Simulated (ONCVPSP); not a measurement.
# F: generating and testing an ONCV potential

Do these settings give a usable potential? It is generated, then checked for transferability, scattering, ghosts and hardness.

The numbers are computed with ONCVPSP 4.0.1.1 (patched build) (PBEsol, scalar-relativistic, spin-unpolarised reference atom).

### Step 1. The design

Typed settings, in words:

```json
{"element": "fluorine (F, Z = 9)", "type": "optimised norm-conserving Vanderbilt (ONCV)", "frozen core": "[He]", "valence charge": "7", "reference configuration": "2s2 2p5", "partial waves": "2s: rc 0.70 bohr, ncon 3, nbas 7, qcut 9 1/bohr, 3 projectors, debl 3.1 Ha; 2p: rc 1.25 bohr, ncon 5, nbas 9, qcut 11.4 1/bohr, 2 projectors, debl 1.4 Ha; d scattering state at 0.17 Ha: rc 1.05 bohr, ncon 4, nbas 6, qcut 7.6 1/bohr, 3 projectors, debl 2.4 Ha", "local potential": "polynomial inside 0.55 bohr (lpopt 4, dvloc0 -1 Ha)", "core correction": "Teter function, fcfact 2.5, rcfact 1.45"}
```

### Step 2. Generating the potential

The input, F.dat:

```
# ATOM AND REFERENCE CONFIGURATION
# atsym  z   nc   nv     iexc    psfile
  F 9.00    1    2  -116133      upf
#
#   n    l    f
    1    0    2.00
    2    0    2.00
    2    1    5.00
#
# PSEUDOPOTENTIAL AND OPTIMIZATION
# lmax
    2
#
#   l,   rc,      ep,       ncon, nbas, qcut
    0    0.70    0.00    3    7    9.00
    1    1.25    0.00    5    9   11.40
    2    1.05    0.17    4    6    7.60
#
# LOCAL POTENTIAL
# lloc, lpopt,  rc(5),   dvloc0
    4    4    0.55   -1.00
#
# VANDERBILT-KLEINMAN-BYLANDER PROJECTORs
# l, nproj, debl
    0    3    3.10
    1    2    1.40
    2    3    2.40
#
# MODEL CORE CHARGE
# icmod, fcfact, rcfact
    3    2.50    1.45
#
# LOG DERIVATIVE ANALYSIS
# epsh1, epsh2, depsh
   -3.00    5.00    0.02
#
# OUTPUT GRID
# rlmax, drl
    6.00    0.01
#
# TEST CONFIGURATIONS
# ncnf
    4
# nvcnf
#   n    l    f
    2
    2    0    2.00
    2    1    4.00
#
    2
    2    0    2.00
    2    1    3.00
#
    2
    2    0    2.00
    2    1    2.00
#
    2
    2    0    1.00
    2    1    5.00
#
```

The run is started by

```
oncvpsp.x < F.dat > F.out
```

What the program wrote to F.out (without the consistency checks and plot data):

```text
ONCVPSP  (Optimized Norm-Conservinng Vanderbilt PSeudopotential)
scalar-relativistic version 4.0.1.1, modified

#   n    l    f        energy (Ha)
    1    0    2.00    -2.4297297E+01
    2    0    2.00    -1.0922101E+00
    2    1    5.00    -4.0614829E-01

Reference configufation results
  iterations    20
  all-electron total energy (Ha)   -9.94479506D+01

Begin loop to  construct optimized pseudo wave functions
and semi-local pseudopoentials for all angular momenta

   Wellstate for l =  0  n =  4
     eigenvalue =   2.0078
     asymptotic potential =   2.5078
     half-point radius =  3.1844

   Wellstate for l =  0  n =  4
     eigenvalue =   5.1078
     asymptotic potential =   5.6078
     half-point radius =  1.9657

Calculating optimized projector #   1

 for l=   0

    Fraction of norm inside rc  0.269061
    Optimizing pswf for qcut=   8.97 a_B^-1,  ecut=  40.24 Ha
    Residual kinetic energy error=  3.26D-03 Ha

    Energy error per electron        Cutoff
         Ha          eV             Ha
         0.01000     0.27211       32.22
         0.00100     0.02721       84.05
         0.00010     0.00272      279.07

Calculating optimized projector #   2

 for l=   0

    Fraction of norm inside rc  0.039303
    Optimizing pswf for qcut=   8.97 a_B^-1,  ecut=  40.24 Ha
    Residual kinetic energy error=  9.56D-04 Ha

    Energy error per electron        Cutoff
         Ha          eV             Ha
         0.01000     0.27211       23.20
         0.00100     0.02721       39.92
         0.00010     0.00272      150.04
         0.00001     0.00027      417.80

Calculating optimized projector #   3

 for l=   0

    Fraction of norm inside rc  0.050414
    Optimizing pswf for qcut=   8.97 a_B^-1,  ecut=  40.24 Ha
    Residual kinetic energy error=  2.67D-03 Ha

    Energy error per electron        Cutoff
         Ha          eV             Ha
         0.01000     0.27211       30.84
         0.00100     0.02721       50.72
         0.00010     0.00272      171.93
         0.00001     0.00027      485.19

   Wellstate for l =  1  n =  3
     eigenvalue =   0.9939
     asymptotic potential =   1.4939
     half-point radius =  2.7453

Calculating optimized projector #   1

 for l=   1

    Fraction of norm inside rc  0.677547
    Optimizing pswf for qcut=  11.42 a_B^-1,  ecut=  65.16 Ha
    Residual kinetic energy error=  4.66D-06 Ha

    Energy error per electron        Cutoff
         Ha          eV             Ha
         0.01000     0.27211       37.11
         0.00100     0.02721       47.57
         0.00010     0.00272       55.80
         0.00001     0.00027       62.90

Calculating optimized projector #   2

 for l=   1

    Fraction of norm inside rc  0.143033
    Optimizing pswf for qcut=  11.42 a_B^-1,  ecut=  65.16 Ha
    Residual kinetic energy error=  6.40D-06 Ha

    Energy error per electron        Cutoff
         Ha          eV             Ha
         0.01000     0.27211       35.08
         0.00100     0.02721       46.96
         0.00010     0.00272       56.21
         0.00001     0.00027       63.86

   Wellstate for l =  2  n =  3
     eigenvalue =   0.1700
     asymptotic potential =   0.6700
     half-point radius = 13.4114

   Wellstate for l =  2  n =  4
     eigenvalue =   2.5700
     asymptotic potential =   3.0700
     half-point radius =  2.9557

   Wellstate for l =  2  n =  5
     eigenvalue =   4.9700
     asymptotic potential =   5.4700
     half-point radius =  2.7980

Calculating optimized projector #   1

 for l=   2

    Fraction of norm inside rc  0.000126
    Optimizing pswf for qcut=   7.61 a_B^-1,  ecut=  28.92 Ha
    Residual kinetic energy error=  7.02D-07 Ha

    Energy error per electron        Cutoff
         Ha          eV             Ha
         0.01000     0.27211        0.35
         0.00100     0.02721        1.01
         0.00010     0.00272        4.55
         0.00001     0.00027       13.80

Calculating optimized projector #   2

 for l=   2

    Fraction of norm inside rc  0.071209
    Optimizing pswf for qcut=   7.61 a_B^-1,  ecut=  28.92 Ha
    Residual kinetic energy error=  1.02D-03 Ha

    Energy error per electron        Cutoff
         Ha          eV             Ha
         0.01000     0.27211       16.12
         0.00100     0.02721       29.10
         0.00010     0.00272       41.32
         0.00001     0.00027       82.59

Calculating optimized projector #   3

 for l=   2

    Fraction of norm inside rc  0.095245
    Optimizing pswf for qcut=   7.61 a_B^-1,  ecut=  28.92 Ha
    Residual kinetic energy error=  4.04D-03 Ha

    Energy error per electron        Cutoff
         Ha          eV             Ha
         0.01000     0.27211       23.60
         0.00100     0.02721       36.99
         0.00010     0.00272       77.47
         0.00001     0.00027      165.90

Construct Vanderbilt / Kleinmman-Bylander projectors

B matrix Hermiticity error, ll=   0
   1   2   -1.7247E-04
   1   3   -4.6537E-04
   2   3   -1.0524E-04

  Orthonormal projector coefficients -5.5685E+02  1.8110E+01  3.2247E+00

B matrix Hermiticity error, ll=   1
   1   2    9.1751E-05

  Orthonormal projector coefficients -3.5506E+00 -1.5925E+00

B matrix Hermiticity error, ll=   2
   1   2    1.2461E-06
   1   3   -3.8758E-06
   2   3    6.0563E-05

  Orthonormal projector coefficients -7.7668E+01 -6.4082E+00 -2.1179E+00

Model core correction analysis
  based on d2Exc/dn_idn_j

d2excae - all-electron derivatives

   -5.397148D-02   -4.678444D-02
   -4.678586D-02   -4.581558D-02

d2excps - pseudofunction derivatives with no core correction

   -5.324221D-02   -4.903104D-02
   -4.903185D-02   -4.741115D-02

rms 2nd derivative error    1.814479E-03

rmatch, rhocmatch    0.3276   18.6627

Teter function model core charge with specified parameters

d2excps - pseudofunction derivatives with core correction

   -5.222281D-02   -4.807476D-02
   -4.807551D-02   -4.633835D-02

rms 2nd derivative error    1.290276E-03

Pseudoatom total energy  -23.963618

Diagnostic tests using Vanderbilt-Kleinman-Bylander pseudopotentials
  1 or more projectors used as specified by nproj input data

   l    rcore       rmatch      e in        delta e   norm test  slope test

   0   0.7004018   0.7216675  -1.0922101   0.0001344   1.0000898   0.9988819
   0   0.7004018   0.7216675   2.0077899   0.0007908   1.0003143   1.0003143
   0   0.7004018   0.7216675   5.1077899   0.0006115   1.0004988   1.0004988

   1   1.2512710   1.2892623  -0.4061483  -0.0000056   1.0000496   1.0000625
   1   1.2512710   1.2892623   0.9938517  -0.0000013   1.0001416   1.0001416

   2   1.0519859   1.0839265   0.1700000   0.0000175   1.0000583   1.0000583
   2   1.0519859   1.0839265   2.5700000   0.0000531   1.0001145   1.0001145
   2   1.0519859   1.0839265   4.9700000   0.0000559   1.0002179   1.0002179

 Testing for bound ghosts
   n   l    E NL Schr. Eq   E Basis Diag.   E Cutoff

       0                     -247.011693    530.70  WARNING - GHOST(-)
   1   0       -1.092076       -0.975820    530.70

   2   1       -0.406154       -0.399249    252.02

       2                       -4.883000    229.74  WARNING - GHOST(-)

 Testing for highly-localized positive-energy ghosts
       l    <radius>/rc     E Basis Diag.   E Cutoff

Test configuration 0

   n   l     f        eae           eps        diff
   1   0  2.0000  -24.29729709
   2   0  2.0000   -1.09221012   -1.09207576    1.34D-04
   2   1  5.0000   -0.40614829   -0.40615388   -5.58D-06

    Total energies and differences
      AE_ref= -9.94479506D+01  AE_tst= -9.94479506D+01  dif=  0.00D+00
      PS_ref= -2.39636185D+01  PS_tst= -2.39636185D+01  dif=  1.07D-13
      PSP excitation error= -1.07D-13

Test configuration 1

   n   l     f        eae           eps        diff
   1   0  2.0000  -25.05871057
   2   0  2.0000   -1.73391728   -1.73404019   -1.23D-04
   2   1  4.0000   -1.03707069   -1.03588389    1.19D-03

    Total energies and differences
      AE_ref= -9.94479506D+01  AE_tst= -9.87380723D+01  dif=  7.10D-01
      PS_ref= -2.39636185D+01  PS_tst= -2.32541135D+01  dif=  7.10D-01
      PSP excitation error=  3.73D-04

Test configuration 2

   n   l     f        eae           eps        diff
   1   0  2.0000  -26.01773783
   2   0  2.0000   -2.48991970   -2.48908575    8.34D-04
   2   1  3.0000   -1.79621314   -1.79058624    5.63D-03

    Total energies and differences
      AE_ref= -9.94479506D+01  AE_tst= -9.73313756D+01  dif=  2.12D+00
      PS_ref= -2.39636185D+01  PS_tst= -2.18503777D+01  dif=  2.11D+00
      PSP excitation error=  3.33D-03

Test configuration 3

   n   l     f        eae           eps        diff
   1   0  2.0000  -27.15917811
   2   0  2.0000   -3.34176194   -3.33703040    4.73D-03
   2   1  2.0000   -2.66750771   -2.65122597    1.63D-02

    Total energies and differences
      AE_ref= -9.94479506D+01  AE_tst= -9.51084546D+01  dif=  4.34D+00
      PS_ref= -2.39636185D+01  PS_tst= -1.96376572D+01  dif=  4.33D+00
      PSP excitation error=  1.35D-02

Test configuration 4

   n   l     f        eae           eps        diff
   1   0  2.0000  -25.05902907
   2   0  1.0000   -1.74046665   -1.74093801   -4.71D-04
   2   1  5.0000   -1.04174687   -1.04255919   -8.12D-04

    Total energies and differences
      AE_ref= -9.94479506D+01  AE_tst= -9.80402853D+01  dif=  1.41D+00
      PS_ref= -2.39636185D+01  PS_tst= -2.25558442D+01  dif=  1.41D+00
      PSP excitation error= -1.09D-04
```

It took 6.1 s on 1 thread of Neoverse-N1, shared host.

Partial waves on a coarse radial grid (AE all-electron, PS pseudo):

```
r (bohr)   2p AE   2p PS
   0.062  0.0626  0.0270
   0.125  0.1955  0.1057
   0.188  0.3454  0.2249
   0.250  0.4846  0.3662
   0.312  0.6050  0.5139
   0.375  0.7048  0.6540
   0.438  0.7819  0.7713
   0.500  0.8370  0.8574
   0.562  0.8741  0.9129
   0.625  0.8959  0.9406
   0.688  0.9046  0.9454
   0.750  0.9029  0.9342
   0.812  0.8931  0.9137
   0.875  0.8769  0.8881
   0.938  0.8558  0.8607
   1.000  0.8315  0.8332
   1.062  0.8049  0.8052
   1.125  0.7762  0.7762
   1.188  0.7464  0.7464
   1.250  0.7167  0.7166
   1.312  0.6868  0.6867
   1.375  0.6566  0.6566
   1.438  0.6269  0.6269
   1.500  0.5983  0.5982
   1.562  0.5703  0.5703
   1.625  0.5428  0.5428
```

Densities times 4π (e/bohr³); a dash where the program caps the true core:

```csv
r (bohr),pseudo valence,true core,model core
0.062,3.906,–,44.2
0.188,10.59,–,28.22
0.312,17.86,24.32,11.19
0.438,20.46,3.037,2.382
0.562,18.23,0.4087,0.2099
0.688,13.74,0.05473,0.0009781
0.812,9.483,0.007716,0.0008956
0.938,6.363,0.001076,4.795e-06
1.062,4.305,0.000158,4.056e-05
1.188,2.899,2.283e-05,1.338e-07
1.312,1.966,3.435e-06,4.019e-06
1.438,1.33,5.376e-07,0
1.562,0.9092,1e-07,0
```

### Step 3. Transferability, from the output's test configurations

The tests as a table, with energies relative to 2s2 2p5.

```tsv
valence configuration	charge	ΔE all-electron (eV)	error AE − PS (meV)
2s2 2p4	+1	19.317	+10
2s2 2p3	+2	57.595	+91
2s2 2p2	+3	118.083	+367
2s1 2p5	+1	38.305	-3.0
```

### Step 4. Scattering by logarithmic derivatives

Taken from the files of the generation run. The phase is arctan(r·R′/R) of the radial function R, unwrapped, with energies in Ha. A pole is an energy at which the radial function vanishes at the test radius. The pseudo phase is shifted by a multiple of π to meet the all-electron one at the reference energy. Levels narrower than the energy grid can be missing from the poles. The last column is the largest difference on the grid between −0.5 and +0.5 Ha.

| channel | radius (bohr) | reference (Ha) | poles AE | poles PS | window around the reference with phases within 0.05 rad (Ha) | largest difference near zero (rad) |
| --- | --- | --- | --- | --- | --- | --- |
| s | 0.71 | -1.09 | none | none | the whole range | 0.000 |
| p | 1.27 | -0.41 | 0.77 | 0.77 | the whole range | 0.000 |
| d | 1.06 | 0.17 | none | none | the whole range | 0.000 |

Phases (rad) along the scan:

| E (Ha) | s AE | s PS | p AE | p PS |
| --- | --- | --- | --- | --- |
| -2.98 | -0.158 | -0.158 | 1.017 | 1.017 |
| -2.54 | -0.291 | -0.290 | 0.917 | 0.917 |
| -2.10 | -0.419 | -0.419 | 0.755 | 0.755 |
| -1.66 | -0.539 | -0.539 | 0.464 | 0.464 |
| -1.22 | -0.650 | -0.649 | -0.060 | -0.060 |
| -0.78 | -0.749 | -0.749 | -0.701 | -0.701 |
| -0.34 | -0.837 | -0.837 | -1.127 | -1.127 |
| 0.10 | -0.915 | -0.915 | -1.364 | -1.364 |
| 0.54 | -0.983 | -0.983 | -1.512 | -1.512 |
| 0.98 | -1.044 | -1.043 | -1.620 | -1.620 |
| 1.42 | -1.097 | -1.097 | -1.712 | -1.712 |
| 1.86 | -1.144 | -1.144 | -1.804 | -1.804 |
| 2.30 | -1.186 | -1.185 | -1.907 | -1.907 |
| 2.74 | -1.223 | -1.223 | -2.041 | -2.041 |
| 3.18 | -1.257 | -1.257 | -2.238 | -2.238 |
| 3.62 | -1.287 | -1.287 | -2.554 | -2.554 |
| 4.06 | -1.315 | -1.315 | -3.039 | -3.039 |
| 4.50 | -1.340 | -1.340 | -3.566 | -3.566 |
| 4.94 | -1.363 | -1.363 | -3.937 | -3.937 |

### Step 5. Convergence and ghost test

Read off the output, the cutoffs (Ha) at which the residual kinetic energy of the hardest occupied pseudo-wave falls to 1 and 0.1 mHa per electron: 84 Ha and 279 Ha.

The program's own ghost test: GHOST(-) flagged for s at -6721.5 eV, d at -132.9 eV; no localised positive-energy state flagged.

Cutoff (Ha) at which the first wave of each channel reaches a given error (Ha per electron):

```
  error      s     p    d
1.0e-02   32.2  37.1  0.4
3.2e-03   40.9  42.7  0.6
1.0e-03   84.0  47.6  1.0
3.2e-04  236.1  51.9  2.2
1.0e-04  279.1  55.8  4.5
3.2e-05  389.5  59.1  8.5
```

### Step 6. What came out

```
                                                quantity                              value
  cutoffs for 1 and 0.1 mHa per electron, occupied waves                   84 Ha and 279 Ha
                                            bound ghosts  s at -6721.53 eV, d at -132.87 eV
                                          GHOST(+) flags                 none at low energy
                            largest test error (AE − PS)              +367 meV, for 2s2 2p2
largest phase difference near zero energy, channels read                          0.000 rad
 rms error of d²Exc/dn², without and with the model core                  1.81 and 1.29 mHa
```

It has a bound ghost (s, d), a state that the atom doesn't have, and that rules the file out. By total energies transferability is poor: the largest error is 367 meV on 118.1 eV, for 2s2 2p2. That test lies far up in energy; among those under 40 eV, nearer to bonding, the largest error is 10 meV. It counts as very hard, with 84 Ha needed at the looser tolerance. The tighter tolerance needs 279 Ha, and converged work needs a cutoff nearer that. At the looser tolerance the 2s wave is the slowest; 2p needs 48 Ha. Near zero energy the phases of the channels with partial waves agree within 0.001 rad. All of this concerns the isolated atom, not yet a solid.
